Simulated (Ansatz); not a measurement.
# Cl2H2NSc: one species, many methods

An exercise on one series of results from a longer session: the logs are not shown, and one member is left open.

The runs use Ansatz 0.2.0, Gaussian basis; functionals in def2-TZVPP, the program's frozen cores in correlated methods.

Plan: LDA (SPW92), PBE-D4, revPBE-D4, BLYP-D4, r2SCAN-D4, B97M-V, PBE0-D4, B3LYP-D4, r2SCANh-D4, r2SCAN0-D4, HSE06-D4, BHLYP-D4, CAM-B3LYP-D4, LC-ωPBE, ωB97X-V, ωB97M-V, B2PLYP, PBE-QIDH; CCSD(T)/def2-SVP; CCSD(T)/def2-TZVPP; MP2/def2-QZVPP; extrapolation to the limit; RPA on PBE.

### The relaxed structure

An earlier PBE0-D4 in a triple-zeta def2 set relaxation fixed the geometry.

SMILES `[NH2][Sc]([Cl])[Cl]`, 6 atoms, charge 0, spin multiplicity 1.

Atoms are counted from 1 here; the program's logs count them from 0.

Bond lengths: N1–Sc2 1.940 Å, N1–H5 1.013 Å, N1–H6 1.013 Å, Sc2–Cl3 2.300 Å, Sc2–Cl4 2.300 Å. Angles: Sc2–N1–H5 125.9°, Sc2–N1–H6 125.8°, H5–N1–H6 108.4°, N1–Sc2–Cl3 116.3°, N1–Sc2–Cl4 116.3°, Cl3–Sc2–Cl4 127.4°.

As a file:

```xyz
6
charge 0, multiplicity 1
N    -0.21160    1.07976   -0.01034
Sc    0.16974   -0.82260   -0.00493
Cl    2.03721   -1.48456    1.16336
Cl   -1.29704   -2.15843   -1.16883
H     0.33546    1.79583    0.45212
H    -0.99166    1.52611   -0.47748
```

Set-up of the first run:

in.yaml reads:

```yaml
crystal:
  periodic: [false, false, false]
  atoms:
    - {symbol: N, position_ang: [-0.211603, 1.079760, -0.010337]}
    - {symbol: Sc, position_ang: [0.169737, -0.822599, -0.004929]}
    - {symbol: Cl, position_ang: [2.037209, -1.484565, 1.163364]}
    - {symbol: Cl, position_ang: [-1.297041, -2.158431, -1.168832]}
    - {symbol: H, position_ang: [0.335456, 1.795828, 0.452116]}
    - {symbol: H, position_ang: [-0.991659, 1.526108, -0.477484]}
basis:
  gaussian: {orbitals: def2-TZVPP}
hamiltonian: {xc: lda}
output: {orbitals: {seedname: orbitals}}
```

Steps of the session up to this table: LDA; PBE-D4 (GGA); revPBE-D4 (GGA); BLYP-D4 (GGA); r2SCAN-D4 (meta-GGA); B97M-V (meta-GGA); PBE0-D4 (hybrid); B3LYP-D4 (hybrid); r2SCANh-D4 (hybrid); r2SCAN0-D4 (hybrid); HSE06-D4 (hybrid); BHLYP-D4 (hybrid); CAM-B3LYP-D4 (range-separated); LC-ωPBE-D4 (range-separated; the results give it without D4); ωB97X-V (range-separated); ωB97M-V (range-separated); B2PLYP (double hybrid); PBE-QIDH (double hybrid).

One of the session's tables, all rows but one given; the rest of the session is left out.

It belongs to the step «Orbital energies across the functionals». 

```
  functional  HOMO (eV)  LUMO (eV)  gap (eV)
 LDA (SPW92)      -6.93      -3.58      3.35
      PBE-D4      -6.73      -3.34      3.39
   revPBE-D4      -6.66      -3.20      3.47
     BLYP-D4      -6.61      -3.34      3.27
   r2SCAN-D4      -7.01      -3.09      3.91
      B97M-V      -7.04      -3.23      3.81
     PBE0-D4      -8.07      -2.41      5.67
    B3LYP-D4      -7.85      -2.78      5.06
  r2SCANh-D4      -7.51      -2.75      4.76
  r2SCAN0-D4      -8.27      -2.25      6.02
    HSE06-D4      -7.67      -2.79      4.88
    BHLYP-D4      -9.31      -1.65      7.66
CAM-B3LYP-D4      -9.54      -1.56      7.97
     LC-ωPBE     -10.98      -0.26     10.72
     ωB97X-V     -10.57      -0.45     10.12
     ωB97M-V          ?          ?         ?
```

**Question.** Estimate the row for ωB97M-V.

The run gave: HOMO (eV): -10.47; LUMO (eV): -0.72; gap (eV): 9.75. In the column «HOMO (eV)» it lies between ωB97X-V (-10.57) and CAM-B3LYP-D4 (-9.54).
